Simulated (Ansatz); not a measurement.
Below is the output of a Python script on the Python package of Ansatz (0.2.0) that makes a ladder of methods at one geometry of GeH3IO, SMILES [OH][GeH2][I]. Write a script that gives it. Level of theory (for the species named): Hartree-Fock, def2-SVP basis, multiplicity 1. The script varies functional: hf, lda, r2scan, b3lyp.

```xyz
6

O    -0.5769   -1.4020    0.1166
Ge    0.3525    0.1346    0.1560
I    -1.2071    2.1608    0.0496
H    -1.0267   -1.3010   -0.7662
H     1.3244    0.1569   -1.0727
H     1.1760    0.1867    1.4706
```

Output of `python methods_geh3io.py --basis-set def2-SVP`:
```text
functional    E (Ha)        dipole (D)   HOMO (eV)  LUMO (eV)
hf           -2448.353413     1.564     -10.293      2.311
lda          -2447.318854     1.362      -6.576     -2.248
r2scan       -2451.531974     1.374      -6.828     -1.881
b3lyp        -2451.598546     1.327      -7.373     -1.421
```

The script that was run (others could print the same):

`methods_geh3io.py`:
```python
"""One geometry of GeH3IO, method by method."""

from pathlib import Path
import argparse
import warnings

import ansatz as az
from ase import Atoms
import numpy as np

parser = argparse.ArgumentParser(description="One geometry of GeH3IO, method by method.")
parser.add_argument("--basis-set", required=True, help="Gaussian basis set")
args = parser.parse_args()


def main() -> None:
    warnings.simplefilter("ignore", az.DeckWarning)

    atoms = Atoms(["O", "Ge", "I", "H", "H", "H"], positions=[
        (-0.5769, -1.402, 0.1166),
        (0.3525, 0.1346, 0.156),
        (-1.2071, 2.1608, 0.0496),
        (-1.0267, -1.301, -0.7662),
        (1.3244, 0.1569, -1.0727),
        (1.176, 0.1867, 1.4706),
    ])
    molecule = az.Crystal.molecule_from_ase(atoms)

    setup = (
        molecule.calculation()
        .basis(gaussian=args.basis_set)
        .accuracy("high")
    )

    print("functional    E (Ha)        dipole (D)   HOMO (eV)  LUMO (eV)")
    for name in ["hf", "lda", "r2scan", "b3lyp"]:
        rep = setup.functional(name).forces().orbitals().run(threads=1, backend="cpu", runs_dir="runs").report
        lines = Path(rep["orbitals_path"]).read_text().splitlines()
        field_of = lambda key: [line.split("=")[1].strip() for line in lines if line.startswith(key)]
        orbitals = [(27.211386 * float(e), s, float(n)) for e, s, n in zip(field_of("Ene="), field_of("Spin="), field_of("Occup="))]
        homo = max(e for e, _, n in orbitals if n > 0.5)
        lumo = min(e for e, _, n in orbitals if n < 0.5)
        dipole = 4.803205 * np.linalg.norm(rep["charge_distribution"]["dipole_moment_e_ang"])
        print(f"{name:10s} {rep['free_energy_ev'] / 27.211386246:14.6f} {dipole:9.3f} {homo:11.3f} {lumo:10.3f}")


if __name__ == "__main__":
    main()
```

Notes:
- The settings weren't tested for convergence.
- The geometry is a force-field or estimated start, not a minimum of this method, and the basis set is short of its limit. A lower total doesn't mark the better method: functionals have no common bound, and MP2 and coupled cluster aren't variational.
- b3lyp holds the VWN-RPA fit, as in Gaussian; the form of ORCA and Turbomole is b3lyp5.
- Levels such as HOMO and LUMO are orbital energies: with these approximate functionals they aren't the ionisation energy and electron affinity, and their gap isn't the fundamental gap.
- Hardware and time: 34 s on 1 thread of AMD EPYC 7B13 (Zen 3), on a shared host, peak memory 0.43 GiB.
